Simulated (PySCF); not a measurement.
# Solver options tried on InCl

Do solver options change the result for InCl, or only the number of cycles?

Computed with PySCF 2.14.0. Level: each script names its method and basis.

3 further runs of the same task are left out: 1 for a known fault of the program, 2 that didn't finish.

## Step 1: The system as given

InCl: 2 atoms, charge 0, spin multiplicity 1.

Bond lengths: In1–Cl2 2.360 Å.

## Step 2: The base run

input.py reads:

```python
from pyscf import gto, dft

mol = gto.M(
    atom='In 0 0 0; Cl 0 0 2.36',
    basis='def2-svp',
    ecp={'In': 'def2-svp'},
    charge=0,
    spin=0,
    symmetry=True,
    verbose=4,
)
mf = dft.RKS(mol, xc='camb3lyp')
mf.kernel()
mf.dip_moment()
print('orbital energies (hartree):', mf.mo_energy[..., max(0, mol.nelec[1]-3):mol.nelec[0]+3].round(4))
```

Launch:

```bash
> python input.py
```

The log of this run is left out.

It gives: E(SCF) = -650.253468 Eh, 10 cycles, μ = 2.70 D.

The bond length is a typed value, not an optimised one.

## Step 3: Convergence threshold 0.001 hartree

Variant 1 changes convergence threshold: default → 0.001 hartree.

input.py reads:

```python
from pyscf import gto, dft

mol = gto.M(
    atom='In 0 0 0; Cl 0 0 2.36',
    basis='def2-svp',
    ecp={'In': 'def2-svp'},
    charge=0,
    spin=0,
    symmetry=True,
    verbose=4,
)
mf = dft.RKS(mol, xc='camb3lyp')
mf.conv_tol = 0.001
mf.kernel()
mf.dip_moment()
print('orbital energies (hartree):', mf.mo_energy[..., max(0, mol.nelec[1]-3):mol.nelec[0]+3].round(4))
```

Launch:

```bash
> python input.py
```

## Step 4: Initial guess atom

Variant 2 changes initial guess: minao → atom.

Changes to input.py since step 2:

```diff
@@ -12,2 +12,3 @@
 mf = dft.RKS(mol, xc='camb3lyp')
+mf.init_guess = 'atom'
 mf.kernel()
```

## Step 5: Smearing width 0.001 hartree

Variant 3 changes smearing width: none → 0.001 hartree.

Changes to input.py since step 2:

```diff
@@ -1,2 +1,2 @@
-from pyscf import gto, dft
+from pyscf import gto, dft, scf
 
@@ -12,2 +12,3 @@
 mf = dft.RKS(mol, xc='camb3lyp')
+mf = scf.addons.smearing_(mf, sigma=0.001, method='fermi')
 mf.kernel()
```

Before running it: what results should come out? Wanted: for each run, E(SCF); from base; gap; SCF dipole.

**Answer**, as computed:

```
                                run  E(SCF) (hartree)  from base (eV)  cycles  gap (eV)  SCF dipole (D)
                               base       -650.253468               0      10      7.48            2.70
convergence threshold 0.001 hartree       -650.253466          0.0000       5      7.49            2.72
                 initial guess atom       -650.253468          0.0000       8      7.48            2.70
       smearing width 0.001 hartree       -650.253468          0.0000      10       n/a            2.70
```

Distance from each run's final energy (log10 hartree) by cycle:

```
                                run  cycle 1  cycle 2  cycle 3  cycle 5  cycle 8  cycle 12
                               base     -0.4     -0.8     -2.9     -5.4     -9.0      done
convergence threshold 0.001 hartree     -0.4     -0.8     -2.9     -5.6     done      done
                 initial guess atom     -1.4     -1.4     -4.3     -6.5    -10.4      done
       smearing width 0.001 hartree     -0.4     -0.8     -2.9     -5.4     -9.0      done
```

**Reading.** No change of the SCF energy comes from convergence threshold 0.001 hartree or initial guess atom or smearing width 0.001 hartree. With initial guess atom, smearing width 0.001 hartree the path hardly changes: 8 to 10 cycles against 10.
